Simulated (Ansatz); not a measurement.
# C2H7NSe: up Jacob's ladder to CCSD(T)

Aim: compute C2H7NSe with functionals from several rungs and with coupled cluster. The yardstick is the atomisation energy at the CCSD(T) limit.

Method: functionals in def2-TZVPP, the program's frozen cores in correlated methods; program: Ansatz 0.2.0, Gaussian basis.

Levels to be run: PBE-D4, r2SCAN-D4, PBE0-D4, B3LYP-D4, ωB97X-V, ωB97M-V, B2PLYP; CCSD(T)/def2-TZVPP; MP2/def2-QZVPP; extrapolation to the limit.

**1. The relaxed structure**

All runs share one geometry, relaxed beforehand with PBE0-D4 in a triple-zeta def2 set.

SMILES `CNC[SeH]`, 11 atoms, charge 0, spin multiplicity 1.

Atoms are counted from 1 here; the program's logs count them from 0.

Bond lengths: C1–N2 1.447 Å, C1–H5 1.091 Å, C1–H6 1.102 Å, C1–H7 1.093 Å, N2–C3 1.434 Å, N2–H8 1.012 Å, C3–Se4 1.963 Å, C3–H9 1.091 Å, C3–H10 1.099 Å, Se4–H11 1.468 Å. Angles: N2–C1–H5 109.4°, N2–C1–H6 114.0°, N2–C1–H7 109.5°, H5–C1–H6 108.3°, H5–C1–H7 107.6°, H6–C1–H7 107.7°, C1–N2–C3 113.1°, C1–N2–H8 111.2°, C3–N2–H8 109.9°, N2–C3–Se4 108.3°, N2–C3–H9 109.0°, N2–C3–H10 115.3°, Se4–C3–H9 108.4°, Se4–C3–H10 107.3°, H9–C3–H10 108.3°, C3–Se4–H11 95.2°.

**2. PBE-D4 (GGA)**

Input file in.yaml:

```yaml
crystal:
  periodic: [false, false, false]
  atoms:
    - {symbol: C, position_ang: [-0.563403, 1.483313, 0.223378]}
    - {symbol: N, position_ang: [-0.281684, 0.132848, 0.661610]}
    - {symbol: C, position_ang: [0.542230, -0.596097, -0.258369]}
    - {symbol: Se, position_ang: [0.981758, -2.330727, 0.549027]}
    - {symbol: H, position_ang: [-1.223306, 1.968953, 0.944162]}
    - {symbol: H, position_ang: [-1.032827, 1.543618, -0.772021]}
    - {symbol: H, position_ang: [0.366793, 2.056796, 0.187281]}
    - {symbol: H, position_ang: [-1.135825, -0.379840, 0.840398]}
    - {symbol: H, position_ang: [1.470205, -0.044385, -0.417172]}
    - {symbol: H, position_ang: [0.088243, -0.797385, -1.239128]}
    - {symbol: H, position_ang: [0.853212, -3.094295, -0.698566]}
basis:
  gaussian: {orbitals: def2-TZVPP}
hamiltonian: {xc: pbe, dispersion: d4}
output: {forces: true, orbitals: {seedname: orbitals}}
```

The run is started by

```
$ ansatz run in.yaml --threads 4 --pin off --events-out ev --progress --plain --max-ram 10444MiB
```

After this run come: r2SCAN-D4 (meta-GGA); PBE0-D4 (hybrid); B3LYP-D4 (hybrid); ωB97X-V (range-separated); ωB97M-V (range-separated); B2PLYP (double hybrid); CCSD(T) in def2-TZVPP; MP2 in def2-QZVPP.

Before running them: what should the planned runs give, taken together? Wanted: atomisation energy, CCSD(T)/CBS; farthest; mean size of error, hybrid; mean size of error, range-separated; gap, smallest and largest; T1 diagnostic; triples share of the correlation energy.

The runs gave:

| quantity | value |
| --- | --- |
| atomisation energy, CCSD(T)/CBS | 3813.9 kJ/mol |
| functionals within 38.1 kJ/mol (1.0 %) | r2SCAN-D4, PBE0-D4, B3LYP-D4, ωB97X-V, ωB97M-V |
| farthest | PBE-D4 (+81.4 kJ/mol) |
| mean size of error, hybrid | 9.2 kJ/mol |
| mean size of error, range-separated | 4.5 kJ/mol |
| gap, smallest and largest | 4.41 eV (PBE-D4), 10.95 eV (ωB97X-V) |
| T1 diagnostic | 0.0091 |
| triples share of the correlation energy | 3.7 % |

In words: PBE-D4 is off by +81.4 kJ/mol. Double hybrids carry the basis error of their MP2 part in triple zeta, and no dispersion term here, so their miss is partly the set-up's. The reference freezes the cores and leaves out relativity and excitations past (T), and its outer-core shells are covered unevenly, so misses under about 38.1 kJ/mol can't be ranked. All levels share the lack of spin-orbit coupling, which lowers the free heavy atoms and so the true binding. Hartree-Fock recovers 70 % of the binding; the rest is correlation. Orbital gaps span 4.4 to 11.0 eV; exact exchange widens them. Correlated methods include outer-core shells of Se, which these sets cover unevenly.
